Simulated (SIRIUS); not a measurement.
# CuPt (R-3m) in SIRIUS: reference runs

Reference runs on CuPt: the cell as given.

Program: SIRIUS 7.12.0. These are calculated values, not measurements. Logs are shortened: lines on timing, memory, paths and dates and some standing lists are left out, and cuts for length are marked. The log counts tension as positive stress, the text compression.

### Step 1. The structure

The structure is trigonal, space group R-3m (No. 166). The conventional cell has a = 2.725 Å, b = 2.725 Å, c = 12.733 Å, α = 90.00°, β = 90.00°, γ = 120.00°. Around Pt (site symmetry -3m) lie 6 Cu at 2.64 Å and 6 Pt at 2.72 Å. Cu (site symmetry -3m) is surrounded by 6 Pt at 2.64 Å and 6 Cu at 2.72 Å.

The cell comes from a database or a generator and needn't be the stable form of this composition.

### Step 2. Single point, PBEsol

The input, sirius.json:

```json
{
  "control": {
    "processing_unit": "cpu",
    "verbosity": 2,
    "num_bands_to_print": 28,
    "print_forces": true,
    "print_stress": true
  },
  "parameters": {
    "electronic_structure_method": "pseudopotential",
    "xc_functionals": ["XC_GGA_X_PBE_SOL", "XC_GGA_C_PBE_SOL"],
    "gk_cutoff": 9.6,
    "pw_cutoff": 19.2,
    "ngridk": [11, 11, 11],
    "shiftk": [0, 0, 0],
    "smearing": "fermi_dirac",
    "smearing_width": 0.0018374661,
    "num_bands": 28,
    "num_mag_dims": 0,
    "num_dft_iter": 100,
    "energy_tol": 1e-08,
    "density_tol": 1e-06
  },
  "iterative_solver": {
    "type": "davidson",
    "min_tolerance": 1e-10
  },
  "mixer": {
    "type": "anderson",
    "beta": 0.7,
    "max_history": 8
  },
  "settings": {
    "tol_ne": 1e-10,
    "pseudo_grid_cutoff": 6.5
  },
  "unit_cell": {
    "lattice_vectors": [
      [2.574368174841, 1.486312158753, 8.020857479401],
      [-2.574368174841, 1.486312158753, 8.020857479401],
      [0.0, -2.972624317506, 8.020857479401]
    ],
    "atom_coordinate_units": "lattice",
    "atom_types": ["Pt", "Cu"],
    "atom_files": {
      "Pt": "Pt.json",
      "Cu": "Cu.json"
    },
    "atoms": {
      "Pt": [
        [0.5, 0.5, 0.5]
      ],
      "Cu": [
        [0.0, 0.0, 0.0]
      ]
    }
  }
}
```

Potentials or basis: PseudoDojo 0.4.1 PBEsol standard (scalar relativistic).

Launch:

```bash
upf_to_json Pt.upf
upf_to_json Cu.upf
OMP_NUM_THREADS=1 sirius.scf --input=sirius.json --output=out.json --task=0
```

The program printed:

```text
[info] SIRIUS version : 7.12.0
[info] number of MPI ranks           : 1
[info] MPI grid                      : 1 1
[info] maximum number of OMP threads : 1
[fft] FFT context for density and potential
[fft] =====================================
[fft]   comm size                             : 1
[fft]   plane wave cutoff                     : 19.2
[fft]   grid size                             : 60 60 60   total : 216000
[fft]   grid limits                           : -29 30   -29 30   -29 30
[fft]   number of G-vectors within the cutoff : 11005
[fft]   local number of G-vectors             : 11005
[fft]   number of G-shells                    : 2109
[fft] FFT context for coarse grid
[fft] =====================================
[fft]   comm size                             : 1
[fft]   plane wave cutoff                     : 19.2
[fft]   grid size                             : 60 60 60   total : 216000
[fft]   grid limits                           : -29 30   -29 30   -29 30
[fft]   number of G-vectors within the cutoff : 11005
[fft]   local number of G-vectors             : 11005
[fft]   number of G-shells                    : 2109
[unit cell] lattice vectors
[unit cell]   a1 :       2.5743681748      1.4863121588      8.0208574794
[unit cell]   a2 :      -2.5743681748      1.4863121588      8.0208574794
[unit cell]   a3 :       0.0000000000     -2.9726243175      8.0208574794
[unit cell] reciprocal lattice vectors
[unit cell]   b1 :       1.2203354144      0.7045609800      0.2611186033
[unit cell]   b2 :      -1.2203354144      0.7045609800      0.2611186033
[unit cell]   b3 :       0.0000000000     -1.4091219601      0.2611186033
[unit cell] unit cell volume :       184.14195021 [a.u.^3]
[unit cell] 1/sqrt(omega)    :         0.07369256
[unit cell] MT volume        :         0.00000000 ( 0.00%)
[unit cell] IT volume        :       184.14195021 (100.00%)
[unit cell] number of atom types : 2
[unit cell] type id : 0 symbol : Pt mt_radius :  13.570000 num_atoms : 1
[unit cell] type id : 1 symbol : Cu mt_radius :  14.910000 num_atoms : 1
[unit cell] total number of atoms : 2
[unit cell] number of symmetry classes : 2
[unit cell] number of PAW atoms : 0
[unit cell] atom id  type id  class id             position                      vector_field
[unit cell] ------------------------------------------------------------------------------------------
[unit cell]      0        0        0      0.50000   0.50000   0.50000      0.00000   0.00000   0.00000
[unit cell]      1        1        1      0.00000   0.00000   0.00000      0.00000   0.00000   0.00000
[unit cell] atom id         position (Cartesian, a.u.)
[unit cell] ---------------------------------------------
[unit cell]      0       0.000000    0.000000   12.031286
[unit cell]      1       0.000000    0.000000    0.000000
[unit cell] class id : 0 atom id : 0
[unit cell] class id : 1 atom id : 1
[unit cell] minimum bond length:     4.991997
[unit cell] total number of pseudo wave-functions: 20
[sym] space group number   : 166
[sym] international symbol : R-3m
[sym] Hall symbol          : -R 3 2"
[... 298 lines left out ...]
[find] Free energy (E-TS)             :    -320.02606697 (Ha),    -640.05213394 (Ry)
[find] band gap (eV)                  :       0.00000000
[find] Efermi                         :       0.73650184
[find] iteration : 13, RMS (target) : 6.1373e-07 (1.0000e-06) , energy difference (target) : 1.2976e-08 (1.0000e-08)
[find] bands are converged : true
[find] iterative solver converged : false
[find] +------------------------------+
[find] | SCF iteration  14 out of 100|
[find] +------------------------------+
[diagonalize] iterative solver tolerance (occupied, empty): 6.13734e-08 6.13734e-08
[diagonalize] average number of iterations: 2.56164
[diagonalize] Lowest band energies
[diagonalize] ik:    0   -3.369521   -2.879559   -1.811576   -1.808439   -1.808439   -1.189248   -1.187072   -1.187072    0.382646    0.511684    0.606343    0.606343    0.638414    0.638414    0.645416    0.677616    0.677616    0.728704    0.728704    0.734319    0.955682    1.303688    1.418707    1.418707    1.418983    1.572537    1.572537    1.629654
[diagonalize] ik:    1   -3.369510   -2.879476   -1.811562   -1.808552   -1.808468   -1.189086   -1.188373   -1.187390    0.393600    0.519386    0.600621    0.613768    0.632969    0.640544    0.647252    0.673614    0.678891    0.683727    0.725545    0.789225    0.958643    1.314434    1.358358    1.404301    1.413802    1.509859    1.555707    1.597581
[diagonalize] ik:    2   -3.369481   -2.879253   -1.811524   -1.808855   -1.808546   -1.191839   -1.188650   -1.188239    0.424319    0.538677    0.589273    0.613615    0.632155    0.647688    0.649993    0.652676    0.670732    0.684198    0.717073    0.844969    0.973615    1.223028    1.352239    1.371882    1.395334    1.437434    1.506887    1.594536
[diagonalize] ik:    3   -3.369444   -2.878960   -1.811474   -1.809252   -1.808649   -1.196325   -1.189348   -1.188078    0.466750    0.548667    0.586686    0.598239    0.637130    0.646071    0.648515    0.662912    0.678140    0.699457    0.706747    0.885365    1.012844    1.102653    1.282280    1.337207    1.358031    1.434254    1.467800    1.549180
[diagonalize] ik:    4   -3.369409   -2.878691   -1.811428   -1.809616   -1.808743   -1.200396   -1.190361   -1.187551    0.498293    0.550855    0.574434    0.618987    0.628788    0.641910    0.654065    0.672586    0.694878    0.708860    0.731509    0.916562    0.977855    1.090465    1.179779    1.310000    1.327138    1.361105    1.434645    1.515200
[diagonalize] ...
[diagonalize] ik:  141   -3.369490   -2.879323   -1.811524   -1.808754   -1.808528   -1.190675   -1.188856   -1.188054    0.464336    0.516704    0.591261    0.595547    0.631939    0.642742    0.650181    0.660227    0.665330    0.674051    0.708614    0.724073    1.219338    1.267750    1.299250    1.357777    1.405329    1.450395    1.562257    1.567827
[diagonalize] ik:  142   -3.369457   -2.879065   -1.811485   -1.809089   -1.808635   -1.194447   -1.189227   -1.188327    0.501638    0.524505    0.576859    0.591421    0.630314    0.643830    0.660529    0.671000    0.677618    0.680356    0.716165    0.738860    1.152732    1.230291    1.281391    1.324793    1.374581    1.443708    1.506724    1.559226
[diagonalize] ik:  143   -3.369481   -2.879253   -1.811513   -1.808856   -1.808546   -1.191833   -1.188713   -1.188241    0.475244    0.518182    0.585942    0.596016    0.632698    0.649592    0.650582    0.655391    0.663264    0.684500    0.709455    0.724872    1.210861    1.248756    1.324541    1.338395    1.378913    1.453201    1.506428    1.605857
[diagonalize] ik:  144   -3.369520   -2.879560   -1.811560   -1.808439   -1.808439   -1.189342   -1.187076   -1.187076    0.430862    0.503325    0.602649    0.615868    0.615868    0.639255    0.652776    0.652776    0.670880    0.670880    0.703196    0.703196    1.189038    1.319687    1.327044    1.501577    1.501577    1.513320    1.513320    1.522705
[diagonalize] ik:  145   -3.369510   -2.879477   -1.811547   -1.808552   -1.808468   -1.189173   -1.188374   -1.187393    0.444191    0.507451    0.598387    0.605941    0.624734    0.637116    0.652855    0.655662    0.667130    0.671391    0.703895    0.711827    1.210166    1.303037    1.331524    1.400199    1.422416    1.491109    1.557125    1.600740
[find] Charges and magnetic moments
[find] --------------------------------------------------------------------------------
[find] total charge          : 37.000000
[find] Energy
[find] --------------------------------------------------------------------------------
[find] valence_eval_sum               :     -17.32500934
[find] <rho|V^{XC}>                   :     -41.04163495
[find] <rho|E^{XC}>                   :     -46.76500432
[find] <mag|B^{XC}>                   :       0.00000000
[find] <rho|V^{H}>                    :     156.11804296
[find] one-electron contribution      :    -132.40141735 (Ha),    -264.80283469 (Ry)
[find] hartree contribution           :      78.05902148
[find] xc contribution                :     -46.76500432
[find] ewald contribution             :    -218.91831390
[find] PAW contribution               :       0.00000000
[find] smearing (-TS)                 :      -0.00035280
[find] SCF correction                 :      -0.00000008
[find] Total energy                   :    -320.02571417 (Ha),    -640.05142833 (Ry)
[find] Free energy (E-TS)             :    -320.02606697 (Ha),    -640.05213394 (Ry)
[find] band gap (eV)                  :       0.00000000
[find] Efermi                         :       0.73650180
[find] iteration : 14, RMS (target) : 1.0919e-07 (1.0000e-06) , energy difference (target) : -1.4763e-09 (1.0000e-08)
[find] bands are converged : true
[find] iterative solver converged : false
[find] converged after 15 SCF iterations!
[find] Charges and magnetic moments
[find] --------------------------------------------------------------------------------
[find] total charge          : 37.000000
[find] Energy
[find] --------------------------------------------------------------------------------
[find] valence_eval_sum               :     -17.32500934
[find] <rho|V^{XC}>                   :     -41.04163495
[find] <rho|E^{XC}>                   :     -46.76500432
[find] <mag|B^{XC}>                   :       0.00000000
[find] <rho|V^{H}>                    :     156.11804296
[find] one-electron contribution      :    -132.40141735 (Ha),    -264.80283469 (Ry)
[find] hartree contribution           :      78.05902148
[find] xc contribution                :     -46.76500432
[find] ewald contribution             :    -218.91831390
[find] PAW contribution               :       0.00000000
[find] smearing (-TS)                 :      -0.00035280
[find] SCF correction                 :      -0.00000008
[find] Total energy                   :    -320.02571417 (Ha),    -640.05142833 (Ry)
[find] Free energy (E-TS)             :    -320.02606697 (Ha),    -640.05213394 (Ry)
[find] band gap (eV)                  :       0.00000000
[find] Efermi                         :       0.73650180
[ground_state] === stress tensor components [kbar] ===
[ground_state] === stress_kin ===
[ground_state] -132389.924478    0.000000    0.000000
[ground_state]     0.000000-132389.924475    0.000000
[ground_state]     0.000000    0.000000-132488.416118
[ground_state] === stress_har ===
[ground_state] -40640.439805    0.000000   -0.000000
[ground_state]     0.000000-40640.439804   -0.000000
[ground_state]    -0.000000   -0.000000-43436.785060
[ground_state] === stress_ewald ===
[ground_state] 118574.859195    0.000000    0.000000
[ground_state]     0.000000118574.859193    0.000000
[ground_state]     0.000000    0.000000112623.829187
[ground_state] === stress_vloc ===
[ground_state] 13757.463655    0.000000    0.000000
[ground_state]     0.00000013757.463655    0.000000
[ground_state]     0.000000    0.00000022846.582347
[ground_state] === stress_xc ===
[ground_state] -8836.956957   -0.000000    0.000000
[ground_state]    -0.000000-8836.956957    0.000000
[ground_state]     0.000000    0.000000-8839.905200
[ground_state] === stress_core ===
[ground_state] 28610.419795    0.000000    0.000000
[ground_state]     0.00000028610.419795   -0.000000
[ground_state]     0.000000   -0.00000028622.086778
[ground_state] === stress_nonloc ===
[ground_state] 20968.898960    0.000000    0.000000
[ground_state]     0.00000020968.898960   -0.000000
[ground_state]     0.000000   -0.00000020712.172004
[ground_state] === stress_us_nl ===
[ground_state] 20968.898960    0.000000    0.000000
[ground_state]     0.00000020968.898960   -0.000000
[ground_state]     0.000000   -0.00000020712.172004
[ground_state] === stress_total ===
[ground_state]    44.320366    0.000000   -0.000000
[ground_state]     0.000000   44.320366    0.000000
[ground_state]    -0.000000    0.000000   39.563939
[ground_state] ==== total Forces in Ha/bohr =====
[ground_state] atom:    0, force:       0.0000000      0.0000000      0.0000000
[... 14 lines left out ...]
[ground_state] atom:    0, force:       0.0000000      0.0000000      0.0000000
[ground_state] atom:    1, force:       0.0000000      0.0000000      0.0000000
[~DFT_ground_state] local op. applied: 127481
[~DFT_ground_state] evp. work count: 18762.8
[~DFT_ground_state] number of iterative solver steps: 3949
```

It took 8.9 min on 1 thread of Intel Xeon Platinum 8259CL at 2.50GHz (Skylake/Cascade Lake), shared host; peak memory 1.2 GiB.

Results:

```yaml
Free_energy: -8708.3529 eV
Pressure: -4.3 GPa
Band_gap_on_the_k_mesh: none (metal or under the smearing width)
```

Stress tensor (GPa, compression positive):
```
-4.43  0.00  0.00
 0.00 -4.43  0.00
 0.00  0.00 -3.96
```
